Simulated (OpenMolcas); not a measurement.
# B2H4F2 (SMILES [BH2-]1[F+][BH2-][F+]1) at 6 levels

We compute a comparison of 6 runs (HF/3-21G, BLYP/cc-pVDZ, PBE/cc-pVDZ, TPSS/cc-pVDZ, r2SCAN/cc-pVDZ, revPBE/cc-pVDZ) of B2H4F2. 

The calculation is run with OpenMolcas 26.06.

1 further run of the same task is left out (set aside as unsound or not needed).

### 1 The molecule

The species is B2H4F2 (8 atoms), meant as a singlet with charge 0. SMILES: `[BH2-]1[F+][BH2-][F+]1`. Geometry: relaxed at PBE0-D4/def2-TZVP.

Bond lengths: B1–F2 1.538 Å, F2–B3 1.538 Å, B1–F4 1.538 Å, B3–F4 1.538 Å, B1–H5 1.190 Å, B1–H6 1.190 Å, B3–H7 1.190 Å, B3–H8 1.190 Å. Some angles: B1–F2–B3 91.9°, F2–B1–F4 88.1°, F2–B3–F4 88.1°, B1–F4–B3 91.9°, F2–B1–H5 110.0°, F2–B1–H6 110.0°, F4–B1–H5 110.0°, F4–B1–H6 110.0°, F2–B3–H7 110.0°, F2–B3–H8 110.0°.

### 2 Energy and gradient at HF/3-21G (run 1)

Contents of test.input:

```
&GATEWAY
  BASLIB = $CurrDir
  BASISSET
  B.3-21G....
  B1 -0.488000 0.947300 -0.293800 angstrom
  B3 0.488000 -0.947200 0.293900 angstrom
  End of Basis
  BASISSET
  F.3-21G....
  F2 0.637300 0.536000 0.670600 angstrom
  F4 -0.636800 -0.535900 -0.671100 angstrom
  End of Basis
  BASISSET
  H.3-21G....
  H5 -0.036000 1.557300 -1.210300 angstrom
  H6 -1.440200 1.308400 0.322000 angstrom
  H7 1.440200 -1.309100 -0.321600 angstrom
  H8 0.035400 -1.556800 1.210300 angstrom
  End of Basis

&SEWARD

&SCF
  THRESHOLDS = 1e-10 1e-07 1e-07 1e-05
  PRORBITALS = 1 2

&ALASKA
```

The basis set 3-21G is read from a file made from the Basis Set Exchange's data (not shown).

The run is started by

```
$ export MOLCAS_MEM=1860
$ pymolcas test.input > test.log
```

The log of the run:

```text
--- Start Module: gateway ---
[...]
--- Stop Module: gateway /rc=_RC_ALL_IS_WELL_ ---
[...]
      Basis functions           44
[...]
--- Start Module: scf ---
[...]
       Convergence after  11 Iterations
[...]
::    Total SCF energy                               -249.3111259528
[...]
      Total spin, S                                     0.0000000000
[...]
      Total electronic charge=   32.000000
      Total            charge=   -0.000000
[...]
      Dipole Moment (debye):
      Origin of the operator (angstrom)=    0.0001    0.0000   -0.0001
                   X= -1.7758E-04               Y=  6.6763E-04               Z=  6.8612E-04           Total=  9.7366E-04
      Quadrupole Moment (debye*angstrom):
[...]
 *              Molecular gradients               *
 **************************************************
  Irreducible representation: a
 ------------------------------------------------------------------------------------------
                              X                       Y                       Z
 ------------------------------------------------------------------------------------------
  B1                1.67539216319348E-02   -3.25744083245052E-02    1.01179702886345E-02
  B3               -1.67863184522474E-02    3.26293968215650E-02   -1.00176947475810E-02
  F2                2.48769940947113E-03    2.02631093524364E-03    2.59402844815071E-03
  F4               -2.48004221288234E-03   -2.05390752829082E-03   -2.62068536122584E-03
  H5                2.90401032671150E-03    3.05604864747755E-03   -5.21501363808241E-03
  H6               -5.30377782688118E-03    1.59819838515984E-03    3.74392158726899E-03
  H7                5.32435641452622E-03   -1.62336370323857E-03   -3.77902686199749E-03
  H8               -2.89984929066001E-03   -3.05827523344693E-03    5.17650028484429E-03
[...]
```

It took 1.4 s on 1 thread of Intel Xeon 6975P-C (Granite Rapids), shared host; peak memory 0.38 GiB.

### 3 Energy and gradient at BLYP/cc-pVDZ (run 2)

Contents of test.inp:

```
* B2F2H4 Kohn-Sham DFT
>>> EXPORT MOLCAS_PRINT=2

&GATEWAY
  BasLib = $CurrDir
  Coord
  8
  angstrom
  B       -0.488000       0.947300      -0.293800
  F        0.637300       0.536000       0.670600
  B        0.488000      -0.947200       0.293900
  F       -0.636800      -0.535900      -0.671100
  H       -0.036000       1.557300      -1.210300
  H       -1.440200       1.308400       0.322000
  H        1.440200      -1.309100      -0.321600
  H        0.035400      -1.556800       1.210300
  Basis = cc-pVDZ
  Group = NoSym

&SEWARD
  GridInput
  Grid=UltraFine
  End of Grid

&SCF
  KSDFT = BLYP
  Thresholds = 1e-10 1e-07 1e-07 1e-05
  PrOrbitals = 1 2

&ALASKA
```

The basis set cc-pVDZ is read from a file made from the Basis Set Exchange's data (not shown).

The run is started by

```
$ export MOLCAS_MEM=1860
$ pymolcas test.inp > test.log
```

The log of the run:

```text
--- Start Module: gateway ---
[...]
--- Stop Module: gateway /rc=_RC_ALL_IS_WELL_ ---
[...]
      Basis functions           76
[...]
--- Start Module: scf ---
[...]
       Convergence after  12 Iterations
[...]
::    Total KS-DFT energy                            -251.7856296334
[...]
      Total spin, S                                     0.0000000000
[...]
      Total electronic charge=   32.000000
      Total            charge=   -0.000000
[...]
      Dipole Moment (debye):
      Origin of the operator (angstrom)=    0.0001    0.0000   -0.0001
                   X=  2.3005E-05               Y=  5.7632E-04               Z=  2.9607E-04           Total=  6.4832E-04
      Quadrupole Moment (debye*angstrom):
[...]
 *              Molecular gradients               *
 **************************************************
  Irreducible representation: a
 ------------------------------------------------------------------------------------------
                              X                       Y                       Z
 ------------------------------------------------------------------------------------------
  B1                7.96766217995426E-03   -1.55081831358777E-02    4.81982850204332E-03
  F2               -1.25307740998757E-02   -1.05968381295263E-02   -1.32061027894590E-02
  B3               -7.99695670062794E-03    1.55505424125826E-02   -4.73944273029780E-03
  F4                1.25261454137746E-02    1.05726313111081E-02    1.31949921672447E-02
  H5               -3.02336631636102E-03   -4.38834423855372E-03    6.36434145021925E-03
  H6                6.66319758681366E-03   -2.67655392325783E-03   -4.20167884523170E-03
  H7               -6.64036833313508E-03    2.66162947765491E-03    4.16634892270062E-03
  H8                3.03446026947718E-03    4.38511622590720E-03   -6.39828667710240E-03
[...]
```

Run time: 17 s. Hardware: 1 thread of Intel Xeon 6975P-C (Granite Rapids), shared host; peak memory 0.43 GiB.

Runs 3 to 5 aren't shown in full; the table further down has their settings and results.

### 4 Energy and forces at revPBE/cc-pVDZ (run 6)

Contents of job.inp:

```
* B2F2H4 Kohn-Sham DFT
>>> EXPORT MOLCAS_PRINT=2

&GATEWAY
  BasLib = $CurrDir
  BasisSet
  B.cc-pVDZ....
  B1 -0.488000 0.947300 -0.293800 angstrom
  B3 0.488000 -0.947200 0.293900 angstrom
  End of Basis
  BasisSet
  F.cc-pVDZ....
  F2 0.637300 0.536000 0.670600 angstrom
  F4 -0.636800 -0.535900 -0.671100 angstrom
  End of Basis
  BasisSet
  H.cc-pVDZ....
  H5 -0.036000 1.557300 -1.210300 angstrom
  H6 -1.440200 1.308400 0.322000 angstrom
  H7 1.440200 -1.309100 -0.321600 angstrom
  H8 0.035400 -1.556800 1.210300 angstrom
  End of Basis

&SEWARD
  GridInput
  Grid=UltraFine
  End of Grid

&SCF
  KSDFT = revPBE
  Thresholds = 1e-10 1e-07 1e-07 1e-05
  PrOrbitals = 0

&ALASKA
```

The basis set cc-pVDZ is read from a file made from the Basis Set Exchange's data (not shown).

The run is started by

```
$ export MOLCAS_MEM=1860
$ pymolcas job.inp > job.log
```

The log of the run:

```text
--- Start Module: gateway ---
[...]
--- Stop Module: gateway /rc=_RC_ALL_IS_WELL_ ---
[...]
      Basis functions           76
[...]
--- Start Module: scf ---
[...]
       Convergence after  12 Iterations
[...]
::    Total KS-DFT energy                            -251.7541143635
[...]
      Total spin, S                                     0.0000000000
[...]
      Total electronic charge=   32.000000
      Total            charge=   -0.000000
[...]
      Dipole Moment (debye):
      Origin of the operator (angstrom)=    0.0001    0.0000   -0.0001
                   X=  2.6398E-05               Y=  5.7338E-04               Z=  2.8515E-04           Total=  6.4091E-04
      Quadrupole Moment (debye*angstrom):
[...]
 *              Molecular gradients               *
 **************************************************
  Irreducible representation: a
 ------------------------------------------------------------------------------------------
                              X                       Y                       Z
 ------------------------------------------------------------------------------------------
  B1                6.75082086485901E-03   -1.31525298236168E-02    4.08600431501793E-03
  B3               -6.78062234045118E-03    1.31952568307501E-02   -4.00539965392910E-03
  F2               -1.45165274757755E-02   -1.22721632893423E-02   -1.52966542073774E-02
  F4                1.45100384073604E-02    1.22468502018895E-02    1.52865140503504E-02
  H5               -3.84917939896878E-03   -5.50224760772355E-03    8.03909365576416E-03
  H6                8.40333256109993E-03   -3.33594481330590E-03   -5.32680477084613E-03
  H7               -8.37936090262836E-03    3.32194895735638E-03    5.29047070424626E-03
  H8                3.86149828452043E-03    5.49882954391023E-03   -8.07322409328393E-03
[...]
```

Run time: 17 s. Hardware: 1 thread of Intel Xeon 6975P-C (Granite Rapids), shared host; peak memory 0.43 GiB.

### 5 Overview of the runs

| run | level | integration grid | energy (Eh) | dipole moment (D) | HOMO energy (eV) | LUMO energy (eV) | wall time |
| --- | --- | --- | --- | --- | --- | --- | --- |
| 1 | HF/3-21G | – | -249.311126 | 0.00 | -13.20 | 4.82 | 1.4 s |
| 2 | BLYP/cc-pVDZ | UltraFine | -251.785630 | 0.00 | -7.37 | -0.60 | 17 s |
| 3 | PBE/cc-pVDZ | UltraFine | -251.557189 | 0.00 | -7.43 | -0.76 | 17 s |
| 4 | TPSS/cc-pVDZ | UltraFine | -251.893604 | 0.00 | -7.72 | -0.44 | 24 s |
| 5 | r2SCAN/cc-pVDZ | UltraFine | -251.725986 | 0.00 | -7.85 | -0.21 | 23 s |
| 6 | revPBE/cc-pVDZ | UltraFine | -251.754114 | 0.00 | -7.42 | -0.64 | 17 s |

### 6 Results

| quantity | value |
| --- | --- |
| run 6: total energy | -251.75411 Eh |
| run 6: dipole moment | 0.00 D |
| run 6: HOMO energy | -7.42 eV |
| run 6: LUMO energy | -0.64 eV |
| run 6: HOMO–LUMO gap | 6.78 eV |
| run 6: largest force on an atom | 1.255 eV/Å |

In words: The HOMO–LUMO gap runs from 6.67 eV (PBE/cc-pVDZ) to 18.02 eV (HF/3-21G). The two ends differ in method and basis. Totals of different functionals can't be ranked against each other. All runs together took 99 s, the longest 24 s.
